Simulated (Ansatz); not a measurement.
**CCSD(T)/aug-cc-pVDZ run of AlNH2ClF (SMILES [NH2][Al]([F])[Cl])**

What is the vertical electron affinity of AlNH2ClF at CCSD(T)/aug-cc-pVDZ? 

Program for the calculation: Ansatz 0.2.0.

98 further runs of the same task are left out: 98 set aside as unsound or not needed.

## Step 1: The molecule

AlNH2ClF: 6 atoms, total charge 0, spin state singlet. SMILES: `[NH2][Al]([F])[Cl]`. The shape is that of a PBE0-D4/def2-TZVP optimisation.

Bond lengths: N1–Al2 1.746 Å, Al2–F3 1.641 Å, Al2–Cl4 2.079 Å, N1–H5 1.006 Å, N1–H6 1.006 Å. Angles: N1–Al2–F3 119.8°, N1–Al2–Cl4 121.2°, F3–Al2–Cl4 119.0°, Al2–N1–H5 124.6°, Al2–N1–H6 124.3°, H5–N1–H6 111.1°.

## Step 2: The energy at CCSD(T)/aug-cc-pVDZ

Contents of molecule.yaml:

```yaml
crystal:
  periodic: [false, false, false]
  atoms:
    - symbol: "N"
      position_ang: [-0.112300, 0.982600, -0.025800]
    - symbol: Al
      position_ang: [0.152500, -0.739100, 0.092300]
    - symbol: F
      position_ang: [1.041800, -1.345500, 1.331100]
    - symbol: Cl
      position_ang: [-0.641100, -2.049400, -1.313600]
    - symbol: H
      position_ang: [0.246300, 1.661500, 0.624800]
    - symbol: H
      position_ang: [-0.645100, 1.426000, -0.754900]
basis:
  gaussian: {orbitals: aug-cc-pVDZ}
correlation: {method: ccsd_t, frozen_orbitals: {Al: 5, Cl: 5, F: 1, H: 0, "N": 1}}
accuracy: high
scf: {omitted_lower_state_checks: [cluster_reference, increment]}
```

The run is started by

```console
$ ansatz run molecule.yaml --threads 1 --pin off --max-ram 3480MiB --events-out events.jsonl --progress --plain --runs-dir runs
```

Output:

```text
Warning: RAYON_NUM_THREADS=1 ignored (pool sized by the plan → 1); use --threads N
Functional definition: HF
  name "HF"
  exchange = exact_x
  correlation = 0
these checks for a lower state are left out or cut short: cluster_reference, increment
2354 factors; integrals over basis functions are off by at most 4.0e-9 eV
mean field evaluation 1: about -23307.8726 eV, gradient 4.5e1 eV
mean field evaluation 2: about -23307.9115 eV, gradient 4.6e1 eV
mean field evaluation 4: about -23311.8399 eV, gradient 2.3e0 eV
mean field evaluation 8: about -23311.8674 eV, gradient 2.1e-1 eV
mean field -23311.86760995 eV, -856.6953333143 hartree, gradient 3.5e-8 eV, S^2 0.000000; 0 other end points of the search recorded, 0 dependent functions left out
12 core orbitals not correlated: weight in the atoms' cores, before any rotation towards them, 1.000 or more for the frozen orbitals, at most 0.000 for the correlated occupied ones
reference -23311.86760995 eV, -856.6953333143 hartree; 12, 12 occupied and 94, 94 virtual orbitals, 2354 factors
second order -16.16005912 eV of doubles, -0.00000000 eV of singles
cycle   1  -16.43143244 eV  change   -2.7e-1 eV  update   8.9e-2
cycle   2  -16.73545979 eV  change   -3.0e-1 eV  update   2.5e-2
cycle   3  -16.82196126 eV  change   -8.7e-2 eV  update   1.4e-2
cycle   4  -16.82010783 eV  change    1.9e-3 eV  update   2.9e-3
cycle   5  -16.81725926 eV  change    2.8e-3 eV  update   1.1e-3
cycle   6  -16.81750489 eV  change   -2.5e-4 eV  update   3.7e-4
cycle   7  -16.81752265 eV  change   -1.8e-5 eV  update   1.2e-4
cycle   8  -16.81748671 eV  change    3.6e-5 eV  update   4.5e-5
cycle   9  -16.81748925 eV  change   -2.5e-6 eV  update   1.7e-5
cycle  10  -16.81749354 eV  change   -4.3e-6 eV  update   5.5e-6
cycle  11  -16.81748982 eV  change    3.7e-6 eV  update   2.0e-6
cycle  12  -16.81749057 eV  change   -7.5e-7 eV  update   6.7e-7
cycle  13  -16.81749115 eV  change   -5.8e-7 eV  update   2.2e-7
cycle  14  -16.81749141 eV  change   -2.6e-7 eV  update   8.6e-8
cycle  15  -16.81749155 eV  change   -1.4e-7 eV  update   4.0e-8
cycle  16  -16.81749156 eV  change   -8.6e-9 eV  update   2.2e-8
cycle  17  -16.81749135 eV  change    2.0e-7 eV  update   1.1e-7
cycle  18  -16.81749139 eV  change   -3.8e-8 eV  update   2.4e-8
cycle  19  -16.81749139 eV  change   2.0e-10 eV  update   6.9e-9
cycle  20  -16.81749139 eV  change  -5.8e-10 eV  update   2.3e-9
perturbative correction -0.44333544 eV, -0.0162922771 hartree
Total energy: -23329.12843679 eV, -857.3296570007 hartree
Checks for a lower state left out: cluster_reference, increment
```

It took 38 s on 1 thread of Intel Xeon Platinum 8259CL at 2.50GHz (Skylake/Cascade Lake), shared host; peak memory 1 GiB.

## Step 3: The doublet anion at the same level

Contents of molecule.yaml:

```yaml
crystal:
  periodic: [false, false, false]
  atoms:
    - {symbol: "N", position_ang: [-0.112300, 0.982600, -0.025800]}
    - {symbol: Al, position_ang: [0.152500, -0.739100, 0.092300]}
    - {symbol: F, position_ang: [1.041800, -1.345500, 1.331100]}
    - {symbol: Cl, position_ang: [-0.641100, -2.049400, -1.313600]}
    - {symbol: H, position_ang: [0.246300, 1.661500, 0.624800]}
    - {symbol: H, position_ang: [-0.645100, 1.426000, -0.754900]}
basis:
  gaussian:
    orbitals: aug-cc-pVDZ
total_charge: -1
magnetization:
  spin_polarized: true
  initial_magnetization: 1
correlation:
  method: ccsd_t
  frozen_orbitals: {Al: 5, Cl: 5, F: 1, H: 0, "N": 1}
accuracy: high
scf:
  omitted_lower_state_checks: [cluster_reference, increment]
```

The run is started by

```console
$ ansatz run molecule.yaml --threads 1 --pin off --max-ram 3480MiB --events-out events.jsonl --progress --plain --runs-dir runs
```

Output:

```text
Warning: RAYON_NUM_THREADS=1 ignored (pool sized by the plan → 1); use --threads N
[... 4 set-up lines as earlier in the session ...]
these checks for a lower state are left out or cut short: cluster_reference, increment
2354 factors; integrals over basis functions are off by at most 4.0e-9 eV
mean field evaluation 1: about -23308.6039 eV, gradient 2.1e1 eV
mean field evaluation 2: about -23308.6528 eV, gradient 2.1e1 eV
mean field evaluation 4: about -23311.0905 eV, gradient 2.3e0 eV
mean field evaluation 8: about -23311.2102 eV, gradient 3.9e-1 eV
mean field evaluation 16: about -23311.2218 eV, gradient 8.9e-4 eV
mean field evaluation 32: about -23310.5612 eV, gradient 3.0e0 eV
mean field evaluation 64: about -23311.2168 eV, gradient 2.3e-1 eV
mean field evaluation 96: about -23311.2206 eV, gradient 5.3e-2 eV
mean field evaluation 128: about -23311.1868 eV, gradient 9.3e-1 eV
mean field evaluation 160: about -23311.2218 eV, gradient 3.2e-5 eV
mean field -23311.22182994 eV, -856.6716013367 hartree, gradient 4.5e-8 eV, S^2 0.751447; 12 other end points of the search recorded, 0 dependent functions left out
12 core orbitals not correlated: weight in the atoms' cores, before any rotation towards them, 1.000 or more for the frozen orbitals, at most 0.000 for the correlated occupied ones
reference -23311.22182994 eV, -856.6716013367 hartree; 13, 12 occupied and 93, 94 virtual orbitals, 2354 factors
second order -16.47643773 eV of doubles, -0.00000000 eV of singles
cycle   1  -16.70832556 eV  change   -2.3e-1 eV  update   1.1e-1
cycle   2  -17.07332503 eV  change   -3.6e-1 eV  update   4.6e-2
cycle   3  -17.19991367 eV  change   -1.3e-1 eV  update   3.7e-2
cycle   4  -17.18827755 eV  change    1.2e-2 eV  update   2.3e-2
cycle   5  -17.16756757 eV  change    2.1e-2 eV  update   1.2e-2
cycle   6  -17.17640509 eV  change   -8.8e-3 eV  update   5.9e-3
cycle   7  -17.17882717 eV  change   -2.4e-3 eV  update   2.6e-3
cycle   8  -17.17895877 eV  change   -1.3e-4 eV  update   1.1e-3
cycle   9  -17.17918285 eV  change   -2.2e-4 eV  update   3.8e-4
cycle  10  -17.17906912 eV  change    1.1e-4 eV  update   1.4e-4
cycle  11  -17.17909043 eV  change   -2.1e-5 eV  update   5.7e-5
cycle  12  -17.17911656 eV  change   -2.6e-5 eV  update   2.2e-5
cycle  13  -17.17912414 eV  change   -7.6e-6 eV  update   9.1e-6
cycle  14  -17.17912756 eV  change   -3.4e-6 eV  update   4.4e-6
cycle  15  -17.17912897 eV  change   -1.4e-6 eV  update   1.9e-6
cycle  16  -17.17912867 eV  change    3.0e-7 eV  update   1.1e-6
cycle  17  -17.17912827 eV  change    3.9e-7 eV  update   6.0e-7
cycle  18  -17.17912826 eV  change    1.9e-8 eV  update   3.2e-7
cycle  19  -17.17912841 eV  change   -1.5e-7 eV  update   2.0e-7
cycle  20  -17.17912849 eV  change   -7.8e-8 eV  update   1.0e-7
cycle  21  -17.17912850 eV  change   -1.1e-8 eV  update   5.2e-8
cycle  22  -17.17912858 eV  change   -8.2e-8 eV  update   1.1e-7
cycle  23  -17.17912864 eV  change   -5.8e-8 eV  update   2.8e-8
cycle  24  -17.17912863 eV  change    6.3e-9 eV  update   1.2e-8
cycle  25  -17.17912863 eV  change    2.8e-9 eV  update   6.7e-9
cycle  26  -17.17912863 eV  change    3.5e-9 eV  update   4.1e-9
cycle  27  -17.17912862 eV  change    2.0e-9 eV  update   2.4e-9
perturbative correction -0.49823579 eV, -0.0183098276 hartree
Total energy: -23328.89919435 eV, -857.3212324967 hartree
Checks for a lower state left out: cluster_reference, increment
```

It took 3.1 min on 1 thread of Intel Xeon Platinum 8259CL at 2.50GHz (Skylake/Cascade Lake), shared host; peak memory 2.3 GiB.

## Step 4: Summary of results

Level: CCSD(T)/aug-cc-pVDZ, 12 core orbitals frozen.

| quantity | value |
| --- | --- |
| singlet AlNH2ClF: total energy | -857.32966 Eh |
| singlet AlNH2ClF: correlation energy (12 core orbitals frozen) | -634.3 mEh |
| singlet AlNH2ClF: (T) correction | -16.29 mEh |
| singlet AlNH2ClF: T1 diagnostic | 0.012 |
| doublet anion: total energy | -857.32123 Eh |
| doublet anion: correlation energy (12 core orbitals frozen) | -649.6 mEh |
| doublet anion: (T) correction | -18.31 mEh |
| doublet anion: ⟨S²⟩ of the reference determinant | 0.751 |
| doublet anion: T1 diagnostic | 0.041 |
| vertical electron affinity (to the doublet anion) | -0.229 eV |

What this shows: The anion lies 0.23 eV (22.1 kJ/mol) above the neutral: the electron isn't bound at this level, and such a value depends on the basis. The triples (singlet AlNH2ClF) make up 2.6 % of the correlation energy. The triples (doublet anion) make up 2.8 % of the correlation energy.
